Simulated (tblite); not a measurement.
# C4H9BF3N: the cost of one run

Programs: tblite 0.8.0 and PySCF 2.14.0, with density-fitted response routines of our own. Each step states its level of theory. These are calculated values for one molecule in the gas phase, unless marked as measured. Atoms count from 0, in the outputs and in this text.

### 1 The molecule as given

18 atoms, charge 0, multiplicity 1; geometry from: force field or distance geometry start.

Bonds of the start (Å): C0–C1 1.34, C1–C2 1.51, C1–B3 1.60, B3–N4 1.53, B3–C5 1.63, C5–F6 1.38, C5–F7 1.37, C5–F8 1.39, C0–H9 1.08, C0–H10 1.09, C2–H11 1.11, C2–H12 1.11, C2–H13 1.10, B3–H14 1.18, N4–H15 1.04, N4–H16 1.04, N4–H17 1.04.

### 2 Relaxing the molecule with GFN2-xTB

The job: settings as JSON, then the geometry in Å.

```
{"job": {"kind": "relax", "xc": "GFN2-xTB", "basis": "xTB"}, "charge": 0, "multiplicity": 1}
C      0.798100     1.261300     1.137800
C      0.812900     0.350200     0.150800
C      2.135500     0.042800    -0.518700
B     -0.517500    -0.413700    -0.298300
N     -1.596900     0.581400    -0.737100
C     -1.080900    -1.375100     0.886900
F     -1.562300    -0.617200     1.937500
F     -2.089400    -2.162200     0.400200
F     -0.054700    -2.194400     1.351800
H      1.691900     1.780900     1.442100
H     -0.133800     1.516700     1.652700
H      2.012700    -0.734500    -1.304900
H      2.514300     0.970200    -0.989500
H      2.867700    -0.318200     0.222200
H     -0.265600    -1.119900    -1.215300
H     -1.202100     1.217000    -1.463800
H     -2.403900     0.068300    -1.152300
H     -1.934800     1.152800     0.059600
```

Started as:

```console
$ OMP_NUM_THREADS=1 python probes_run.py task.json out
```

This one command runs all jobs of the session in turn.

Q: Estimate the wall time of this first job on 1 thread of Arm Neoverse N1, shared host.

About 2.2 s.
